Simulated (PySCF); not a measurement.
**InF3 with other numerical set-ups**

The method stays; parts of the set-up, such as the basis or the Hamiltonian, are changed.

Computed with PySCF 2.14.0. Level: each script names its method and basis.

2 further runs of the same task are left out: 2 that didn't finish.

## (1) The starting structure

InF3: 4 atoms, charge 0, spin multiplicity 1.

Bond lengths: In1–F2 1.919 Å, In1–F3 1.919 Å, In1–F4 1.919 Å. Angles: F2–In1–F3 120.1°, F2–In1–F4 120.1°, F3–In1–F4 119.7°.

Coordinates:

```mol
F3In
  3D, bonds by distance, orders not assigned

  4  3  0  0  0  0  0  0  0  0999 V2000
    0.0000    0.0000    0.0051 In  0  0
    0.0000    0.0000    1.9238 F   0  0
    1.6594    0.0000   -0.9581 F   0  0
   -1.6594    0.0000   -0.9581 F   0  0
  1  2  8  0
  1  3  8  0
  1  4  8  0
M  END
```

## (2) The run that the others are compared with

input.py reads:

```python
from pyscf import gto, scf, mp

mol = gto.M(
    atom='In 0 0 0.0051; F 0 0 1.9238; F 1.6594 0 -0.9581; F -1.6594 0 -0.9581',
    basis='crenbl',
    ecp={'In': 'crenbl', 'F': 'crenbl'},
    charge=0,
    spin=0,
    symmetry=True,
    verbose=4,
)
mf = scf.RHF(mol)
mf.kernel()
mp.MP2(mf).kernel()
mf.dip_moment()
print('orbital energies (hartree):', mf.mo_energy[..., max(0, mol.nelec[1]-3):mol.nelec[0]+3].round(4))
```

Command:

```sh
> python input.py
```

Its log is not repeated here.

In short: E(SCF) = -128.426732 Eh, 9 cycles, E(MP2) − E(SCF) = -0.63420 Eh, μ = 0.03 D (of the SCF density).

## (3) Lanl2dz

Edit 1 changes basis set: crenbl → lanl2dz. The core potential changes with it: totals don't compare.

input.py reads:

```python
from pyscf import gto, scf, mp

mol = gto.M(
    atom='In 0 0 0.0051; F 0 0 1.9238; F 1.6594 0 -0.9581; F -1.6594 0 -0.9581',
    basis='lanl2dz',
    ecp={'In': 'lanl2dz'},
    charge=0,
    spin=0,
    symmetry=True,
    verbose=4,
)
mf = scf.RHF(mol)
mf.kernel()
mp.MP2(mf).kernel()
mf.dip_moment()
print('orbital energies (hartree):', mf.mo_energy[..., max(0, mol.nelec[1]-3):mol.nelec[0]+3].round(4))
```

Command:

```sh
> python input.py
```

## (4) X2c-svpall (core potential off, X2C on)

Edit 2 changes basis set: crenbl → x2c-svpall; core potential: on → off; spin-free X2C: off → on. The core potential changes with it: totals don't compare.

Changes to input.py since step 2:

```diff
@@ -4,4 +4,3 @@
     atom='In 0 0 0.0051; F 0 0 1.9238; F 1.6594 0 -0.9581; F -1.6594 0 -0.9581',
-    basis='crenbl',
-    ecp={'In': 'crenbl', 'F': 'crenbl'},
+    basis='x2c-svpall',
     charge=0,
@@ -12,2 +11,3 @@
 mf = scf.RHF(mol)
+mf = mf.sfx2c1e()
 mf.kernel()
```

## (5) Sbkjc

Edit 3 changes basis set: crenbl → sbkjc. The core potential changes with it: totals don't compare.

Changes to input.py since step 2:

```diff
@@ -4,4 +4,4 @@
     atom='In 0 0 0.0051; F 0 0 1.9238; F 1.6594 0 -0.9581; F -1.6594 0 -0.9581',
-    basis='crenbl',
-    ecp={'In': 'crenbl', 'F': 'crenbl'},
+    basis='sbkjc',
+    ecp={'In': 'sbkjc', 'F': 'sbkjc'},
     charge=0,
```

**Question.** What will these runs give? Wanted: for each run, E(SCF); from base; gap; SCF dipole; after the SCF.

The runs gave:

```csv
run,E(SCF) (hartree),from base (eV),cycles,gap (eV),SCF dipole (D),functions,after the SCF
base,-128.426732,0,9,16.05,0.03,80,MP2 correlation -17.257 eV
lanl2dz,-300.266494,not comparable,9,16.18,0.03,35,MP2 correlation -10.943 eV
"x2c-svpall (core potential off, X2C on)",-6176.119138,not comparable,9,16.08,0.03,78,MP2 correlation -18.092 eV
sbkjc,-259.889719,not comparable,12,16.15,0.03,55,MP2 correlation -13.971 eV
```

**Reading.** Total energies from different bases, Hamiltonians or methods carry different errors, so properties are taken as differences within one set-up.
